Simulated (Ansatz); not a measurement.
Geometry optimisation, DFT PBEsol, scalar-relativistic, plane waves, PAW (Ansatz 0.2.0).

input.yaml

```yaml
crystal:
  lattice:
    - [0.0, 5.43, 5.43]
    - [5.43, 0.0, 5.43]
    - [5.43, 5.43, 0.0]
  atoms:
    - { symbol: Si, position: [0.0, 0.0, 0.0] }
    - { symbol: Si, position: [0.125, 0.125, 0.125] }
    - { symbol: Si, position: [0.0, 0.0, 0.5] }
    - { symbol: Si, position: [0.125, 0.125, 0.625] }
    - { symbol: Si, position: [0.0, 0.5, 0.0] }
    - { symbol: Si, position: [0.125, 0.625, 0.125] }
    - { symbol: Si, position: [0.0, 0.5, 0.5] }
    - { symbol: Si, position: [0.125, 0.625, 0.625] }
    - { symbol: Si, position: [0.5, 0.0, 0.0] }
    - { symbol: Si, position: [0.625, 0.125, 0.125] }
    - { symbol: Si, position: [0.5, 0.0, 0.5] }
    - { symbol: Si, position: [0.625, 0.125, 0.625] }
    - { symbol: Si, position: [0.5, 0.5, 0.0] }
    - { symbol: Si, position: [0.625, 0.625, 0.125] }
    - { symbol: Si, position: [0.5, 0.5, 0.5] }
    - { symbol: Si, position: [0.625, 0.625, 0.625] }
    - { symbol: C, position: [0.7569984, 0.2482359, 0.2386174], spin: 1.0 }
magnetization:
  spin_polarized: true
basis:
  ecutwfc: 420.0
kpoints:
  mp_grid: { grid: [2, 2, 2] }
hamiltonian:
  xc: pbesol
  pseudopotentials: { kind: paw, azcp: { folder: soft_1 } }
scf:
  occupations: { method: fermi_dirac, width: 0.02 }
  lower_state_search: "off"
relax:
  f_tol: 0.08
  max_steps: 25
  adjacent_minimum: "off"
```

Launched with:

```bash
$ ansatz run input.yaml --threads 1 --pin off --max-ram 3072MiB --backend cpu --events-out ev --progress --plain --runs-dir out
```

Q: Where does it end, and by what steps?

A: It converged. The threshold is loose, so the end isn't yet a minimum. Limits of this set-up: coarse k mesh, PAW files made for another functional, a small cell, in which the defect meets its images. After 14 steps the energy has fallen by 1.586 eV; C17 moved furthest, 1.71 Å. Joined: Si1–C17 (2.64 → 1.78 Å).

| step | energy less start (eV) | largest force component (eV/Å) | accepted |
| --- | --- | --- | --- |
| 0 | 0.0000 | 0.555 | yes |
| 1 | -0.1224 | 0.341 | yes |
| 2 | -0.2373 | 0.240 | yes |
| 3 | -0.2787 | 0.259 | yes |
| 4 | -0.3237 | 0.292 | yes |
| 5 | -0.4745 | 1.007 | yes |
| 6 | -0.7136 | 0.784 | yes |
| 7 | -0.9219 | 1.158 | yes |
| 8 | -1.1762 | 1.054 | yes |
| 9 | -1.3601 | 0.605 | yes |
| 10 | -1.4812 | 0.264 | yes |
| 11 | -1.5471 | 0.183 | yes |
| 12 | -1.5500 | 0.393 | yes |
| 13 | -1.5791 | 0.165 | yes |
| 14 | -1.5862 | 0.079 | yes |

```xyz
17
Lattice="0.0000 5.4300 5.4300 5.4300 0.0000 5.4300 5.4300 5.4300 0.0000" Properties=species:S:1:pos:R:3
Si -0.795 -0.117 0.127
Si 1.586 1.276 1.156
Si 2.928 2.704 -0.063
Si 4.038 3.754 1.671
Si 2.822 -0.032 2.634
Si 3.980 1.446 3.984
Si 5.676 2.582 2.848
Si 6.962 4.086 4.095
Si 0.300 2.765 2.666
Si 1.586 4.278 4.155
Si 2.930 5.490 2.723
Si 4.346 6.850 4.008
Si 2.821 2.796 5.461
Si 4.272 4.062 6.797
Si 5.583 5.440 5.420
Si 6.963 6.764 6.774
C 0.944 5.561 5.301
```

Whether the end is a true minimum wasn't checked by a vibrational analysis.

Time of the run: 4.3 min on 1 thread of Arm Neoverse V2, with other jobs on the host, peak memory 0.66 GiB.
